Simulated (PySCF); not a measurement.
# C3H3BrO: the cost of one run

Computed with PySCF 2.14.0 and routines of our own; the level stands in each step. Atoms count from 0.

## Step 1: The system as given

8 atoms, charge 0, multiplicity 1; geometry from: GFN2-xTB.

## Step 2: Optimising the geometry at PBE0-D3(BJ)/def2-SVP

The job: settings as JSON, then the geometry in Å.

```
{"job": {"xc": "PBE0", "basis": "def2-SVP", "d3": "d3bj", "grid": 1, "maxiter": 30, "shake": 0.01, "kind": "geom"}, "charge": 0, "multiplicity": 1}
O     -0.834400    -1.373110     0.272880
C     -0.575630     0.004140     0.131260
C      0.634570     0.537630     0.814180
C      0.754510     0.450520    -0.481190
Br     1.690900     0.649980    -2.046240
H     -1.284160    -1.672950    -0.533950
H     -1.450270     0.628620     0.034430
H      1.119630     0.756040     1.756170
```

Command:

```bash
$ OMP_NUM_THREADS=1 python heavy_run.py task.json out
```

The driver reads the jobs from task.json and runs them one after another.

**Question.** How long does this first job take on 1 thread of AMD EPYC 9R14, shared host, and how much memory does it need?

About 42 s, with a peak of 0.44 GiB.
